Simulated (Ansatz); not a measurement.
# Si7N: the cost of one run

Method: DFT PBE, scalar-relativistic, plane waves, PAW, unless a step names another level, in Ansatz 0.2.0.

9 further runs of the same task are left out: 9 set aside as unsound or not needed.

### 1 The formula and the candidates

Pauling electronegativities: Si 1.90, N 3.04 (spread 1.14). No set of common oxidation states balances it. Tabulated atomic sizes suggest about 14 Å³/atom. 29 candidates were drawn, by swapping species into database cells of other compounds, at random by space group and Wyckoff sites, or by hand, as the table says:

```
name                                                           made from  space group no.                Wyckoff sites  atoms (primitive cell)  V (Å³/atom)
 c01                                                              random              191              Si 6j, 1b; N 1a                       8         16.7
 c02                                                              random               38          Si 8f, 4d, 2a; N 2a                       8         16.0
 c03                                                              random              107          Si 8c, 2a, 4b; N 2a                       8         15.7
 c04                                                              random              139          Si 4d, 8h, 2b; N 2a                       8         17.2
 c05                                                              random               65          Si 4k, 8m, 2a; N 2c                       8         15.9
 c06                                              database cell of LiPt7              225             Si 4a, 24d; N 4b                       8         14.0
 c07                                              database cell of Zn7Tc              225             Si 24d, 4b; N 4a                       8         13.6
 c08                                                              random              119          Si 2c, 8g, 4f; N 2d                       8         15.8
 c09                                                              random              160             Si 18c, 3a; N 3a                       8         16.3
 c10                                                              random              156              Si 6e, 1b; N 1b                       8         15.8
 c11                                              database cell of Fe7Co              229              Si 6b, 8c; N 2a                       8         14.9
 c12                                              database cell of LiMg7              187          Si 3k, 3j, 1c; N 1f                       8         19.4
 c13                                              database cell of Si7Ge              215              Si 4e, 3c; N 1a                       8         18.9
 c14                                                              random              148             Si 18f, 3a; N 3b                       8         14.2
 c15             built by hand: off-centre N in diamond Si, rhombohedral              160          Si 9b, 9b, 3a; N 3a                       8         18.1
 c16                                                              random              123          Si 4l, 2f, 1d; N 1b                       8         17.0
 c17                                                              random              225             Si 4a, 24e; N 4b                       8         14.8
 c18                                                              random              160          Si 9b, 3a, 9b; N 3a                       8         17.9
 c19                           built by hand: ordered lonsdaleite Si14N2              186          Si 2b, 6c, 6c; N 2b                      16         18.1
 c20                                                              random              183          Si 2b, 3c, 2b; N 1a                       8         17.7
 c21                                                              random                2  Si 2i, 1d, 1e, 1a, 2i; N 1g                       8         16.3
 c22                                                              random              191          Si 4h, 2e, 1a; N 1b                       8         17.1
 c23                                                              random              143  Si 1b, 1a, 3d, 1b, 1c; N 1a                       8         13.9
 c24                                              database cell of Mg7Zn              187          Si 3k, 3j, 1e; N 1b                       8         18.4
 c25  built by hand: N-substituted diamond Si, paired three-coordinate N              166        Si 6c, 18h, 18h; N 6c                      16         18.2
 c26                                                              random              221              Si 6f, 1b; N 1a                       8         15.2
 c27                                                              random               87          Si 8h, 4d, 2b; N 2a                       8         15.3
 c28                                                              random              157      Si 2b, 3c, 1a, 1a; N 1a                       8         16.4
 c29                                                              random              166          Si 9e, 9d, 3b; N 3a                       8         17.0
```

### 2 Screening run of c07

File input.yaml:

```yaml
crystal:
  lattice:
    - [0.0, 3.78879072, 3.78879072]
    - [3.78879072, 0.0, 3.78879072]
    - [3.78879072, 3.78879072, 0.0]
  atoms:
    - { symbol: Si, position: [0.5, 0.0, 0.0] }
    - { symbol: Si, position: [0.0, 0.5, 0.5] }
    - { symbol: Si, position: [0.0, 0.5, 0.0] }
    - { symbol: Si, position: [0.5, 0.0, 0.5] }
    - { symbol: Si, position: [0.0, 0.0, 0.5] }
    - { symbol: Si, position: [0.5, 0.5, 0.0] }
    - { symbol: Si, position: [0.5, 0.5, 0.5] }
    - { symbol: "N", position: [0.0, 0.0, 0.0] }
basis:
  ecutwfc: 420
kpoints:
  mp_grid: { grid: [4, 4, 4] }
hamiltonian:
  xc: pbe
scf:
  occupations: { method: gaussian, width: 0.2 }
  lower_state_search: "off"
output:
  forces: true
  stress: true
  eigenvalues: true
relax:
  adjacent_minimum: "off"
  f_tol: 0.08
  max_steps: 16
  cell: { stress_tol: 0.8 }
```

Started as:

```sh
ansatz run input.yaml --threads 1 --pin off --max-ram 2560MiB --backend cpu --events-out ev --progress --plain --runs-dir out
```

Q: Estimate wall time and peak memory on 1 thread of AMD EPYC 9R45 (Zen 5), shared host.

About 1.1 s, with a peak of 0.41 GiB.
